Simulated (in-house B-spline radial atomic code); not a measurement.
# P⁵⁺: binding energies from hole states

Aim: binding energies of the shells of P⁵⁺, from runs with electrons taken out, set against the orbital energies of the parent.

The numbers are computed with in-house B-spline radial atomic code version 1 (Dirac-Hartree-Fock, average of configuration, Fermi nucleus, basis-set limit), except any that are marked as measured or tabulated.

## Step 1: What is computed

* element: phosphorus (Z = 15)
* charge: +5
* electrons: 10
* configuration: [He] 2s2 2p6
* Hamiltonian: Dirac-Coulomb
* nucleus: Fermi, rms radius 3.189 fm

The outer shells:

[He] 2s2 2p6
```
[He] core
2s [↑↓]
2p [↑↓][↑↓][↑↓]
```

Settings of the run:

```ini
Z = 15
electrons = 10.0
configuration = [He] 2s2 2p6
hamiltonian = dirac
method = hf
spin_polarised = False
nucleus = fermi
rms_radius = 3.1889
mass_number = 31
atomic_mass = 30.97376199768
speed_of_light = 137.035999084
```

The reference is known from an earlier run: -335.206627 hartree in all. Up to eight levels, counted from the top:

| orbital | occupation | energy (eV) | <r> (bohr) |
| --- | --- | --- | --- |
| 1s1/2 | 2 | -2261.44 | 0.1034 |
| 2s1/2 | 2 | -280.10 | 0.5115 |
| 2p1/2 | 2 | -222.96 | 0.4765 |
| 2p3/2 | 4 | -221.98 | 0.4785 |

## Step 2: The 1s hole

Settings of the run:

```ini
Z = 15
electrons = 9.0
configuration = 1s1 2s2 2p6
hamiltonian = dirac
method = hf
spin_polarised = False
nucleus = fermi
rms_radius = 3.1889
mass_number = 31
atomic_mass = 30.97376199768
speed_of_light = 137.035999084
```

## Step 3: The 2s hole

Changes to the settings of step 2:

```diff
@@ -2,3 +2,3 @@
 electrons = 9.0
-configuration = 1s1 2s2 2p6
+configuration = 1s2 2s1 2p6
 hamiltonian = dirac
```

## Step 4: The 2p1/2 hole

In configurations, a minus sign after the shell means j = l − 1/2 and a plus sign j = l + 1/2; the count of electrons follows.

Changes to the settings of step 3:

```diff
@@ -2,3 +2,3 @@
 electrons = 9.0
-configuration = 1s2 2s1 2p6
+configuration = 1s2 2s2 2p-1 2p+4
 hamiltonian = dirac
```

## Step 5: The 2p3/2 hole

Changes to the settings of step 4:

```diff
@@ -2,3 +2,3 @@
 electrons = 9.0
-configuration = 1s2 2s2 2p-1 2p+4
+configuration = 1s2 2s2 2p-2 2p+3
 hamiltonian = dirac
```

Before running: What does each hole state cost in eV, and how does that compare with the orbital energies or single holes?

As calculated:

| hole | ΔSCF (eV) | with Breit, QED, recoil (eV) | −ε of the parent (eV) | −ε less ΔSCF (eV) |
| --- | --- | --- | --- | --- |
| 1s | 2240.34 | 2238.49 | 2261.44 | 21.10 |
| 2s | 277.70 | 277.59 | 280.10 | 2.40 |
| 2p1/2 | 219.84 | 219.74 | 222.96 | 3.12 |
| 2p3/2 | 218.90 | 218.85 | 221.98 | 3.08 |

**Reading.** Relaxation of the remaining electrons brings each binding energy under −ε, by 21.1 eV for 1s and 3.08 eV for 2p3/2. The difference of the 1s and 2p3/2 holes gives a Kα1 line at 2019.6 eV for this charge state (with Breit, QED and recoil). The spin-orbit splitting of the 2p hole is 0.90 eV with those corrections. Values are for the free ion, measured from the vacuum level.
